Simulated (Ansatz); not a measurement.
# Alloy of CdTe and CdSe (24 of 32 Te sites exchanged), 64 atoms

How does this alloy cell relax, and what gap do PBEsol and HSE06 give?

All numbers are computed with Ansatz 0.2.0 (PAW, plane waves).

**1. The system as built**

64 atoms (32 Cd, 8 Te, 24 Se); a = 12.365 Å, b = 12.365 Å, c = 12.365 Å, α = 90.00°, β = 90.00°, γ = 90.00°. All atoms were shaken off their sites by about 0.02 Å along each axis.

Steps to follow: (2) PBEsol cell relaxation at the single k point (¼, ¼, ¼), on 1 × NVIDIA GB200 with 8 threads of Arm Neoverse-V2; (3) HSE06 single point at the single k point (¼, ¼, ¼), on 1 × NVIDIA GB200 with 8 threads of Arm Neoverse-V2.

**2. PBEsol relaxation of the cell and the positions**

The input, in.yaml:

```yaml
crystal:
  lattice:
    - [12.364638, 0.000000, 0.000000]
    - [0.000000, 12.364638, 0.000000]
    - [0.000000, 0.000000, 12.364638]
  atoms:
    - { symbol: Cd, position: [0.998202, 0.998326, 0.001320] }
    - { symbol: Cd, position: [0.000487, 0.001598, 0.496825] }
    - { symbol: Cd, position: [0.001130, 0.499363, 0.999494] }
    - { symbol: Cd, position: [0.002429, 0.499891, 0.499936] }
    - { symbol: Cd, position: [0.500584, 0.001120, 0.001452] }
    - { symbol: Cd, position: [0.496938, 0.002038, 0.498947] }
    - { symbol: Cd, position: [0.500982, 0.499531, 0.001255] }
    - { symbol: Cd, position: [0.499391, 0.501971, 0.500300] }
    - { symbol: Cd, position: [0.251228, 0.247156, 0.000145] }
    - { symbol: Cd, position: [0.251863, 0.249314, 0.500600] }
    - { symbol: Cd, position: [0.250920, 0.748548, 0.002198] }
    - { symbol: Cd, position: [0.250232, 0.751005, 0.500756] }
    - { symbol: Cd, position: [0.750052, 0.249426, 0.997192] }
    - { symbol: Cd, position: [0.749131, 0.248775, 0.500998] }
    - { symbol: Cd, position: [0.750738, 0.750663, 0.998856] }
    - { symbol: Cd, position: [0.747524, 0.748840, 0.497621] }
    - { symbol: Cd, position: [0.248866, 0.002861, 0.250017] }
    - { symbol: Cd, position: [0.249016, 0.000973, 0.751283] }
    - { symbol: Cd, position: [0.252662, 0.497390, 0.249856] }
    - { symbol: Cd, position: [0.251498, 0.499746, 0.749167] }
    - { symbol: Cd, position: [0.751843, 0.003152, 0.248841] }
    - { symbol: Cd, position: [0.749432, 0.000718, 0.748178] }
    - { symbol: Cd, position: [0.751913, 0.498884, 0.246855] }
    - { symbol: Cd, position: [0.749642, 0.499698, 0.748638] }
    - { symbol: Cd, position: [0.998258, 0.247724, 0.251486] }
    - { symbol: Cd, position: [0.997783, 0.248979, 0.749945] }
    - { symbol: Cd, position: [0.999688, 0.749538, 0.251820] }
    - { symbol: Cd, position: [0.997615, 0.747347, 0.751272] }
    - { symbol: Cd, position: [0.499141, 0.250951, 0.250191] }
    - { symbol: Cd, position: [0.500786, 0.248991, 0.750813] }
    - { symbol: Cd, position: [0.500125, 0.747111, 0.247966] }
    - { symbol: Cd, position: [0.497724, 0.751155, 0.749620] }
    - { symbol: Te, position: [0.126502, 0.122624, 0.122749] }
    - { symbol: Te, position: [0.627022, 0.125367, 0.124064] }
    - { symbol: Te, position: [0.372981, 0.372235, 0.121332] }
    - { symbol: Te, position: [0.874332, 0.375196, 0.124966] }
    - { symbol: Te, position: [0.377536, 0.124210, 0.873360] }
    - { symbol: Te, position: [0.876468, 0.121361, 0.376097] }
    - { symbol: Te, position: [0.123330, 0.374322, 0.375871] }
    - { symbol: Te, position: [0.625162, 0.373919, 0.374510] }
    - { symbol: Se, position: [0.124768, 0.125501, 0.625472] }
    - { symbol: Se, position: [0.126818, 0.624502, 0.122993] }
    - { symbol: Se, position: [0.125492, 0.626464, 0.624144] }
    - { symbol: Se, position: [0.624771, 0.124058, 0.624559] }
    - { symbol: Se, position: [0.624721, 0.626804, 0.125516] }
    - { symbol: Se, position: [0.625497, 0.625090, 0.624488] }
    - { symbol: Se, position: [0.375362, 0.375005, 0.623296] }
    - { symbol: Se, position: [0.373292, 0.874571, 0.126371] }
    - { symbol: Se, position: [0.375958, 0.874169, 0.626333] }
    - { symbol: Se, position: [0.876477, 0.376065, 0.626823] }
    - { symbol: Se, position: [0.875429, 0.874904, 0.125306] }
    - { symbol: Se, position: [0.876051, 0.874538, 0.626018] }
    - { symbol: Se, position: [0.376826, 0.123278, 0.376170] }
    - { symbol: Se, position: [0.376307, 0.625491, 0.374310] }
    - { symbol: Se, position: [0.378251, 0.626693, 0.874473] }
    - { symbol: Se, position: [0.877080, 0.126735, 0.875093] }
    - { symbol: Se, position: [0.873735, 0.626363, 0.374875] }
    - { symbol: Se, position: [0.876567, 0.624140, 0.873872] }
    - { symbol: Se, position: [0.122804, 0.374413, 0.875404] }
    - { symbol: Se, position: [0.127249, 0.875253, 0.374972] }
    - { symbol: Se, position: [0.126912, 0.875281, 0.871973] }
    - { symbol: Se, position: [0.625203, 0.373645, 0.872185] }
    - { symbol: Se, position: [0.627022, 0.874732, 0.374065] }
    - { symbol: Se, position: [0.625736, 0.875218, 0.874860] }
  symmetry: { detect: false }
kpoints:
  mp_grid: { grid: [1, 1, 1], shift: [0.25, 0.25, 0.25] }
hamiltonian:
  xc: pbesol
scf:
  occupations: { method: fermi_dirac, width: 0.01 }
relax:
  f_tol: 0.03
  max_steps: 80
  escape_saddle: false
  adjacent_minimum: "off"
  cell: { fix: [shape] }
output:
  forces: true
  eigenvalues: true
  populations: true
```

The run is started by

```
$ ansatz run in.yaml --threads 8 --pin off --max-ram 118750MiB --runs-dir r --events-out ev --progress --plain --backend cuda --devices 0, --max-vram 170GiB
```

Further steps of the session: HSE06 single point.

Before running it: what results should come out? Wanted: for each run, top filled to lowest empty.

**Answer**, as computed:

```
             level         time  top filled to lowest empty (eV)
PBEsol, relaxation  8.2 s (GPU)                             1.51
             HSE06   66 s (GPU)                             2.43
```

```
     quantity                                                                         value
   relaxation                                              5 recorded steps, 1.75 eV gained
largest shift                                                                 0.25 Å (Cd21)
 relaxed cell  a = 12.365 Å, b = 12.365 Å, c = 12.365 Å, α = 90.00°, β = 90.00°, γ = 90.00°
   mean bonds                                                    Cd–Se 2.644, Cd–Te 2.782 Å
```

The relaxation lowers the energy by 1.75 eV; the largest shift is 0.25 Å (Cd21), while the volume changes by +0.0 %. The mean lengths of the listed bonds run from Cd–Se 2.64 Å to Cd–Te 2.78 Å. At the same k points, PBEsol gives a spacing 0.92 eV smaller than the 2.43 eV of HSE06. No spin–orbit coupling is included; with elements this heavy it would shift the edges. With one k point the spacing samples only the states that fold onto it, so it can exceed the gap over the zone.
